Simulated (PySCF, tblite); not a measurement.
# C₃H₁₃BO₂Si₃: geometry, infrared bands and NMR shifts

Wanted: the infrared bands and NMR shifts of C₃H₁₃BO₂Si₃ (`COB1OC[SiH2]C1([SiH3])[SiH3]`), by calculation.

The runs use tblite 0.8.0 and PySCF 2.14.0, with density-fitted response routines of our own; the level of theory stands in each step. All values are computed, except where a source is named. Atoms count from 0, in the outputs and in this text.

### Step 1. Starting geometry

22 atoms, charge 0, multiplicity 1; geometry from: force field or distance geometry start.

Bonds of the start (Å): C0–O1 1.41, O1–B2 1.48, B2–O3 1.45, O3–C4 1.41, C4–Si5 1.89, Si5–C6 1.89, C6–Si7 1.84, C6–Si8 1.85, C6–B2 1.61, C0–H9 1.11, C0–H10 1.10, C0–H11 1.11, C4–H12 1.10, C4–H13 1.09, Si5–H14 1.45, Si5–H15 1.47, Si7–H16 1.47, Si7–H17 1.49, Si7–H18 1.48, Si8–H19 1.46, Si8–H20 1.47, Si8–H21 1.47.

### Step 2. Optimising the geometry with GFN2-xTB

What the job is given:

```
{"job": {"kind": "relax", "xc": "GFN2-xTB", "basis": "xTB"}, "charge": 0, "multiplicity": 1}
C      2.603200     1.557600    -0.038300
O      1.497200     1.187200    -0.836600
B      0.775400     0.074000    -0.190700
O      1.221900    -0.452200     1.087900
C      0.862600    -1.811800     1.132700
Si    -0.967600    -1.674100     0.691600
C     -0.818200    -0.085500    -0.316300
Si    -1.386400    -0.299900    -2.053500
Si    -1.575600     1.356400     0.560300
H      2.357900     2.408600     0.636600
H      3.492000     1.793100    -0.643100
H      2.806800     0.683900     0.620400
H      1.430800    -2.324700     0.337100
H      1.030000    -2.252900     2.116300
H     -1.424000    -2.775500    -0.133200
H     -1.797000    -1.435400     1.881300
H     -0.281300    -0.575200    -2.981200
H     -2.417100    -1.375000    -2.179000
H     -2.089600     0.943400    -2.448500
H     -2.932400     1.535800     0.040800
H     -1.679700     1.011300     1.983800
H     -0.719400     2.530300     0.329900
```

On the command line:

```bash
$ OMP_NUM_THREADS=1 python probes_run.py task.json out
```

The driver reads the jobs from task.json and runs them one after another.

**Question.** This job is followed by: GFN2-xTB harmonic vibrations, gas phase; GIAO PBE0/pcSseg-1 NMR shielding, non-relativistic, gas phase. What will the session give for the following? strongest single infrared mode (GFN2-xTB); zero-point energy (GFN2-xTB); ¹³C shifts against TMS (PBE0/pcSseg-1); ¹H shifts against TMS (PBE0/pcSseg-1, means over atoms taken as alike); ¹⁷O shifts against H2O (PBE0/pcSseg-1); ¹¹B shifts against BF3·OEt2 (PBE0/pcSseg-1); ²⁹Si shifts against TMS (PBE0/pcSseg-1, means over atoms taken as alike).

The runs gave:

| quantity | value |
| --- | --- |
| strongest single infrared mode (GFN2-xTB) | 2220 cm⁻¹, 740 km/mol |
| zero-point energy (GFN2-xTB) | 92.3 kcal/mol |
| ¹³C shifts against TMS (PBE0/pcSseg-1) | 57.5, 55.0, -17.5 ppm |
| ¹H shifts against TMS (PBE0/pcSseg-1, means over atoms taken as alike) | 4.44, 4.23, 4.16, 4.01 ppm |
| ¹⁷O shifts against H2O (PBE0/pcSseg-1) | 130.9, 98.2 ppm |
| ¹¹B shifts against BF3·OEt2 (PBE0/pcSseg-1) | 31.1 ppm |
| ²⁹Si shifts against TMS (PBE0/pcSseg-1, means over atoms taken as alike) | -25.6, -65.8 ppm |

What this shows: Relaxing lowered the energy by 1.487 eV in 129 steps; the close pair that moved most is O1–B2, from 1.476 to 1.352 Å. No mode is imaginary among the 60: a minimum at this level. The strongest single mode, at 2220 cm⁻¹, moves mainly H15. GFN2-xTB is a fitted tight-binding method: band positions and strengths are rough. Its intensities can rank the bands wrongly. The most deshielded carbon is C4 (sp3 CH2 bonded to O and Si), at 57.5 ppm: deshielded by the electronegative neighbour. At PBE0/pcSseg-1: The widest tensor belongs to O3: span 268 ppm, with a paramagnetic part of -193 ppm.
